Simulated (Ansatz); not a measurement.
The system is Cu3O2.

```xyz
5
Lattice="-2.0230 2.0230 3.6736 2.0230 -2.0230 3.6736 2.0230 2.0230 -3.6736" Properties=species:S:1:pos:R:3 pbc="T T T"
Cu    0.0000    0.0000    0.0000
Cu    0.0000    2.0230    1.8368
Cu    2.0230    0.0000    1.8368
O     0.0000    2.0230    0.0000
O     2.0230    0.0000    0.0000
```

The cell comes from a database or a generator and needn't be the stable form of this composition.

Base run:

| Property | Result |
| --- | --- |
| Program | Ansatz 0.2.0 |
| Functional | BLYP |
| Potentials or basis | Ansatz PAW |
| Cutoff | 420 eV (not typed: the program's choice for these potentials) |
| k mesh | 9 × 9 × 9 |
| Occupations | fermi-dirac, width 0.05 eV |
| Spin | no spin polarisation |

Its results: band gap on the k mesh none (metal or under the smearing width); pressure 6.4 GPa.

Task: The run is repeated on the same cell with these changes: functional from BLYP to LDA. What comes out?

Result: Band gap on the k mesh none (metal or under the smearing width); pressure -11.8 GPa.

LDA binds more tightly than BLYP, so the same cell stands under less pressure.

Caveats: an odd number of electrons without spin polarisation forces a metal; a magnetic or distorted state may lie lower; the run has no spin polarisation, though such a crystal can be magnetic; semilocal functionals often make such compounds metallic where correlation or magnetic order opens a gap, which also shifts bond lengths; the PAW data sets come from PBE, with cores solved anew for the run's functional, which leaves a small shift of forces and pressure; the density of states is complete only up to the lowest level of the last band computed.
